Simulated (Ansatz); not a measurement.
# Tl2Cu2GeTe: the cost of one run

Program: Ansatz 0.2.0. Level of theory: DFT PBE, scalar-relativistic, plane waves, PAW, unless a step names another level. These are calculated values, not measurements.

11 further runs of the same task are left out: 2 that didn't finish, 9 set aside as unsound or not needed. Runs told in other sessions of the task aren't counted.

## 1. What the formula suggests

Pauling electronegativities: Tl 1.62, Cu 1.90, Ge 2.01, Te 2.10 (spread 0.48). The formula balances with common oxidation states: Cu +2, Tl +1, Te -2, Ge -4, a formal count that means little at so small a spread. Tabulated atomic sizes suggest about 23 Å³/atom. 27 candidates were drawn, by swapping species into database cells of other compounds, at random by space group and Wyckoff sites, or by hand, as the table says:

```
name                                                                       made from  space group no.                       Wyckoff sites  atoms (primitive cell)  V (Å³/atom)
 c01                                built by hand: half-Heusler, layered Ge/Te order              115      Tl 1d, 1b; Cu 2g; Ge 1a; Te 1c                       6         22.9
 c02  elements ordered on the sites of the Ta2O5, Te/vacancy on Ta and Tl/Cu/Ge on O                6  Tl 1b, 1b; Cu 1a, 1a; Ge 1a; Te 1a                       6         24.0
 c03                                                                          random               99          Tl 2c; Cu 2c; Ge 1b; Te 1a                       6         28.3
 c04                                                      database cell of Ba2CuSeO2              123          Tl 2h; Cu 2e; Ge 1b; Te 1a                       6         22.4
 c05                                                     database cell of Ho2ZnCuSi2               25  Tl 1a, 1b; Cu 1d, 1c; Ge 1d; Te 1c                       6         25.5
 c06                                                                          random              123          Tl 2g; Cu 2f; Ge 1c; Te 1d                       6         24.3
 c07                                                      database cell of CeAl2BRu2              123          Tl 2h; Cu 2f; Ge 1a; Te 1b                       6         24.6
 c08                                                                          random              191          Tl 2c; Cu 2e; Ge 1b; Te 1a                       6         28.7
 c09                                                                          random              191          Tl 2c; Cu 2e; Ge 1a; Te 1b                       6         25.8
 c10                                                      database cell of Li2MgCdP2              115      Tl 1b, 1d; Cu 2g; Ge 1a; Te 1c                       6         25.5
 c11                                                                          random              123      Tl 1d, 1a; Cu 2h; Ge 1c; Te 1b                       6         23.9
 c12                                                                          random              191          Tl 2e; Cu 2c; Ge 1a; Te 1b                       6         24.2
 c13                                                                          random              191          Tl 2e; Cu 2d; Ge 1b; Te 1a                       6         28.0
 c14                           built by hand: ZrBeSi-type KCuTe, Ge/Te layer ordered              187      Tl 2g; Cu 1f, 1c; Ge 1e; Te 1d                       6         22.9
 c15                                                                          random              166          Tl 6c; Cu 6c; Ge 3a; Te 3b                       6         29.0
 c16                                                     database cell of GeTePb2Se2              156  Tl 1c, 1b; Cu 1b, 1a; Ge 1a; Te 1c                       6         24.4
 c17                                                                          random              183          Tl 2b; Cu 2b; Ge 1a; Te 1a                       6         25.1
 c18                                                       database cell of TbNi2B2C              139          Tl 4e; Cu 4d; Ge 2b; Te 2a                       6         21.2
 c19                                                                          random               65      Tl 2a, 2b; Cu 4l; Ge 2d; Te 2c                       6         24.5
 c20                      elements ordered on the sites of the Ce2SbAu3, Cu/Ge on Au               25  Tl 1a, 1b; Cu 1d, 1c; Ge 1d; Te 1c                       6         24.0
 c21                                                      database cell of LaAl2BRu2              123          Tl 2f; Cu 2h; Ge 1a; Te 1b                       6         24.9
 c22                                                      database cell of CeB2Ir2Rh               65          Tl 4f; Cu 4i; Ge 2d; Te 2b                       6         22.6
 c23                                                                          random              164          Tl 2d; Cu 2d; Ge 1b; Te 1a                       6         24.2
 c24                                 built by hand: Tl2Te/Cu2Ge trigonal intergrowth              164          Tl 2d; Cu 2d; Ge 1b; Te 1a                       6         22.9
 c25                                 built by hand: PbFCl-type TlCuSe, Ge/Te ordered               99      Tl 1a, 1b; Cu 2c; Ge 1a; Te 1b                       6         22.9
 c26                                                                          random              187          Tl 2h; Cu 2g; Ge 1a; Te 1e                       6         23.8
 c27                                                     database cell of Hf2CoCuSn2              156  Tl 1c, 1a; Cu 1b, 1b; Ge 1a; Te 1c                       6         22.5
```

## 2. Screening run of c15

Input file input.yaml:

```yaml
crystal:
  lattice:
    - [2.92371609, 1.68800827, 5.88450628]
    - [-2.92371609, 1.68800827, 5.88450628]
    - [0.0, -3.37601654, 5.88450628]
  atoms:
    - { symbol: Tl, position: [0.18230512, 0.18230512, 0.18230512] }
    - { symbol: Tl, position: [0.81769488, 0.81769488, 0.81769488] }
    - { symbol: Cu, position: [0.66799931, 0.66799931, 0.66799931] }
    - { symbol: Cu, position: [0.33200069, 0.33200069, 0.33200069] }
    - { symbol: Ge, position: [0.0, 0.0, 0.0] }
    - { symbol: Te, position: [0.5, 0.5, 0.5] }
basis:
  ecutwfc: 420
kpoints:
  mp_grid: { grid: [4, 4, 4] }
hamiltonian:
  xc: pbe
scf:
  occupations: { method: gaussian, width: 0.2 }
  lower_state_search: "off"
output:
  forces: true
  stress: true
  eigenvalues: true
relax:
  adjacent_minimum: "off"
  f_tol: 0.08
  max_steps: 16
  cell: { stress_tol: 0.8 }
```

Started as:

```sh
ansatz run input.yaml --threads 1 --pin off --max-ram 2560MiB --backend cpu --events-out ev --progress --plain --runs-dir out
```

**Question.** How long does this run take on 1 thread of AMD EPYC 9R45 (Zen 5), shared host, and how much memory does it need?

About 17 s, with a peak of 0.59 GiB.
